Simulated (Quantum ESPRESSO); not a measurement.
CoO: equation of state with PBEsol

CoO:

```
Co O
1.0
     0.00000    2.13150    2.13150
     2.13150    0.00000    2.13150
     2.13150    2.13150    0.00000
Co O
1 1
Direct
  0.00000 0.00000 0.00000
  0.50000 0.50000 0.50000
```

```json
{
 "Program": "Quantum ESPRESSO 7.5",
 "Task": "equation of state",
 "Functional": "PBEsol",
 "Potentials or basis": "GBRV 1.5 PBEsol",
 "Cutoff": "762 eV",
 "Density cutoff": "6095 eV",
 "k mesh": "11 × 11 × 11",
 "Occupations": "fermi-dirac, width 0.05 eV",
 "Spin": "collinear spin, ferromagnetic start",
 "Starting moments": "[2.0, 0.0] μB"
}
```

| Item | Value |
| --- | --- |
| Equilibrium volume | 9.14 Å³/atom |
| Bulk modulus | 199 GPa |
| Pressure derivative of the bulk modulus | 3.4 (rough: it moves with the points fitted) |

Energy against volume, from the lowest point:
```csv
volume (Å³/atom),energy (meV/atom)
9.103,0.00
9.297,1.58
9.490,7.77
9.684,18.33
9.878,32.87
10.071,51.02
10.265,72.34
```

All runs of the series together: 3.3 min on 2 threads of Arm Neoverse V2 (shared host).
